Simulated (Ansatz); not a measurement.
**C2HCl2In: how energies converge with the basis set**

The task here is to estimate one member of a computed series from the others.

Program: Ansatz 0.2.0, Gaussian basis. Level of theory: one geometry, several basis sets. These are calculated values, not measurements.

Levels to be run: PBE0-D4/def2-SVP; ωB97M-V/def2-SVP; PBE0-D4/def2-QZVPP; ωB97M-V/def2-QZVPP; the functionals' def2-TZVPP values are taken from earlier runs.

## The relaxed structure

The geometry comes from an earlier relaxation with PBE0-D4 in a triple-zeta def2 set; it is a stationary point. In takes the def2 core potential; no spin-orbit term is included.

SMILES `C#[C][In]([Cl])[Cl]`, 6 atoms, charge 0, spin multiplicity 1.

Atoms are counted from 1 here; the program's logs count them from 0.

Bond lengths: C1–C2 1.206 Å, C1–H6 1.067 Å, C2–In3 2.054 Å, In3–Cl4 2.301 Å, In3–Cl5 2.301 Å. Angles: C2–C1–H6 180.0°, C1–C2–In3 179.9°, C2–In3–Cl4 122.8°, C2–In3–Cl5 122.8°, Cl4–In3–Cl5 114.4°.

The first run:

The input, in.yaml:

```yaml
crystal:
  periodic: [false, false, false]
  atoms:
    - {symbol: C, position_ang: [-0.137128, 0.233767, 2.051203]}
    - {symbol: C, position_ang: [-0.057968, 0.098036, 0.855064]}
    - {symbol: In, position_ang: [0.078652, -0.134299, -1.181034]}
    - {symbol: Cl, position_ang: [-0.358968, -2.130139, -2.240060]}
    - {symbol: Cl, position_ang: [0.682448, 1.578841, -2.594164]}
    - {symbol: H, position_ang: [-0.207026, 0.353806, 3.108992]}
basis:
  gaussian: {orbitals: def2-SVP}
hamiltonian: {xc: pbe0, dispersion: d4}
output: {orbitals: {seedname: orbitals}}
```

Started as:

```bash
ansatz run in.yaml --threads 4 --pin off --events-out ev --progress --plain --max-ram 10444MiB
```

Among the steps run: PBE0-D4 in def2-SVP; ωB97M-V in def2-SVP; PBE0-D4 in def2-QZVPP; ωB97M-V in def2-QZVPP.

One of the session's tables, all rows but one given; the rest of the session is left out.

It belongs to the step «Density functionals: the series». 

| functional | basis | HOMO (eV) | LUMO (eV) |
| --- | --- | --- | --- |
| PBE0-D4 | def2-SVP | -8.78 | -1.96 |
| PBE0-D4 | def2-TZVPP | -8.84 | -2.06 |
| PBE0-D4 | def2-QZVPP | -8.86 | -2.08 |
| ωB97M-V | def2-SVP | -11.02 | -0.19 |
| ωB97M-V | def2-TZVPP | ? | ? |
| ωB97M-V | def2-QZVPP | -11.12 | -0.41 |

Q: Estimate the row for ωB97M-V, def2-TZVPP from the others.

The run gave: HOMO (eV): -11.11; LUMO (eV): -0.37. In the column «HOMO (eV)» it lies between ωB97M-V, def2-QZVPP (-11.12) and ωB97M-V, def2-SVP (-11.02).
